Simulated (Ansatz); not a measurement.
**CuI2: a trial structure relaxed**

Where does CuI2 go from the start given, fluorite type (Fm-3m, No. 225)?

Method: DFT PBE, scalar-relativistic, plane waves, PAW, in Ansatz 0.2.0.

**1. Starting point**

It takes space group Fm-3m (No. 225, cubic). Conventional cell: a = 7.867 Å, b = 7.867 Å, c = 7.867 Å, α = 90.00°, β = 90.00°, γ = 90.00°. Cu (site symmetry m-3m) has 8 I at 3.41 Å as nearest neighbours. I (site symmetry -43m) has 4 Cu at 3.41 Å as nearest neighbours.

Structure file:

```cif
data_structure
_symmetry_space_group_name_H-M 'Fm-3m'
_symmetry_Int_Tables_number 225
_cell_length_a 7.8668
_cell_length_b 7.8668
_cell_length_c 7.8668
_cell_angle_alpha 90.000
_cell_angle_beta 90.000
_cell_angle_gamma 90.000
_cell_volume 486.85
loop_
_atom_site_label
_atom_site_type_symbol
_atom_site_symmetry_multiplicity
_atom_site_Wyckoff_symbol
_atom_site_fract_x
_atom_site_fract_y
_atom_site_fract_z
_atom_site_occupancy
Cu1 Cu 4 a 0.00000 0.00000 0.00000 1
I1 I 8 c 0.25000 0.75000 0.75000 1
```

(A quick probe on a coarse mesh, which set the mesh and smearing, is not shown.)

**3. Coarse relaxation**

input.yaml reads:

```yaml
crystal:
  lattice:
    - [0.0, 3.9334137577, 3.9334137577]
    - [3.9334137577, 0.0, 3.9334137577]
    - [3.9334137577, 3.9334137577, 0.0]
  atoms:
    - { symbol: Cu, position: [0.0, 0.0, 0.0] }
    - { symbol: I, position: [0.25, 0.25, 0.25] }
    - { symbol: I, position: [0.75, 0.75, 0.75] }
basis:
  ecutwfc: 420
kpoints:
  mp_grid: { grid: [4, 4, 4] }
hamiltonian:
  xc: pbe
scf:
  occupations: { method: gaussian, width: 0.1 }
  lower_state_search: "off"
output:
  forces: true
  stress: true
  eigenvalues: true
relax:
  adjacent_minimum: "off"
  f_tol: 0.04
  max_steps: 70
  cell: { stress_tol: 0.4 }
```

Started as:

```console
ansatz run input.yaml --threads 1 --pin off --max-ram 2560MiB --backend cpu --events-out ev --progress --plain --runs-dir out
```

The session goes on with these runs: relaxing cell and atoms.

Q: Predict the outcome of this session.

The runs gave:

Formation energies count from the elements, computed with the same settings in runs not shown here.

```
                          quantity                                                                      value
               cell (conventional)  a = 7.170 Å, b = 7.170 Å, c = 7.170 Å, α = 90.00°, β = 90.00°, γ = 90.00°
                       space group                                                            Fm-3m (No. 225)
                            volume                                                              30.72 Å³/atom
                   gap on the mesh                                                               none (metal)
formation energy from the elements                                                             +0.363 eV/atom
```

The space group stayed Fm-3m, and from the first guess the volume went from 40.57 to 30.72 Å³/atom. The formation energy of +0.36 eV/atom is positive, so the elements lie lower than this structure; another structure of the compound can lie lower. The runs treat I without spin-orbit coupling. A spin-polarised run here lost its starting moments, which speaks against magnetism, though one start doesn't rule it out.
